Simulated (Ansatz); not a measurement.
# BiBrO: the cost of one run

Program: Ansatz 0.2.0. Level of theory: DFT PBEsol, scalar-relativistic, plane waves, PAW. These are calculated values, not measurements.

1 further run of the same task is left out (set aside as unsound or not needed).

### Step 1. The system as given

The structure is tetragonal, space group P4/nmm (No. 129). Conventional cell: a = 3.920 Å, b = 3.920 Å, c = 8.110 Å, α = 90.00°, β = 90.00°, γ = 90.00°. Bi (site symmetry 4mm) is surrounded by 4 O at 2.32 Å and 4 Br at 3.20 Å. Br (site symmetry 4mm) has 4 Bi at 3.20 Å as nearest neighbours. Around O (site symmetry -4m2) lie 4 Bi at 2.32 Å.

Coordinates:

```xyz
6
Lattice="3.9200 0.0000 0.0000 0.0000 3.9200 0.0000 0.0000 0.0000 8.1100" Properties=species:S:1:pos:R:3 pbc="T T T"
Bi    0.0000    1.9600    1.2408
Bi    1.9600    0.0000    6.8692
Br    0.0000    1.9600    5.2715
Br    1.9600    0.0000    2.8385
O     0.0000    0.0000    0.0000
O     1.9600    1.9600    0.0000
```

The structure comes from the Crystallography Open Database.

### Step 5. Plan of the scan

The energy is mapped over the lattice constants a and c of the conventional cell.

The axes are (1) lattice constant a (and b): 5 values from 3.710 to 4.101 Å; (2) lattice constant c: 5 values from 7.883 to 8.713 Å.

Nothing else is relaxed (fractional coordinates fixed). Energies count from the relaxed crystal. Points are written as (first, second).

(The set-up runs are not shown.)

### Step 6. Grid point (3.710 Å, 8.298 Å)

Contents of input.yaml:

```yaml
crystal:
  lattice:
    - [3.71, 0.0, 0.0]
    - [0.0, 3.71, 0.0]
    - [0.0, 0.0, 8.2976606542]
  atoms:
    - { symbol: Bi, position: [0.0, 0.5, 0.1511111843] }
    - { symbol: Bi, position: [0.5, 0.0, 0.8488888157] }
    - { symbol: Br, position: [0.0, 0.5, 0.6626818267] }
    - { symbol: Br, position: [0.5, 0.0, 0.3373181733] }
    - { symbol: O, position: [0.0, 0.0, 0.0] }
    - { symbol: O, position: [0.5, 0.5, 0.0] }
basis:
  ecutwfc: 520.0
kpoints:
  mp_grid: { grid: [8, 8, 4] }
hamiltonian:
  xc: pbesol
scf:
  occupations: { method: gaussian, width: 0.05 }
output:
  forces: true
  stress: true
  eigenvalues: true
```

Run with:

```bash
ansatz run input.yaml --threads 2 --pin off --max-ram 4096MiB --backend cpu --events-out ev --progress --plain --runs-dir out
```

**Question.** How long does this run take on 2 threads of Arm Neoverse N1, shared host, and how much memory does it need?

About 12 s, with a peak of 0.5 GiB.
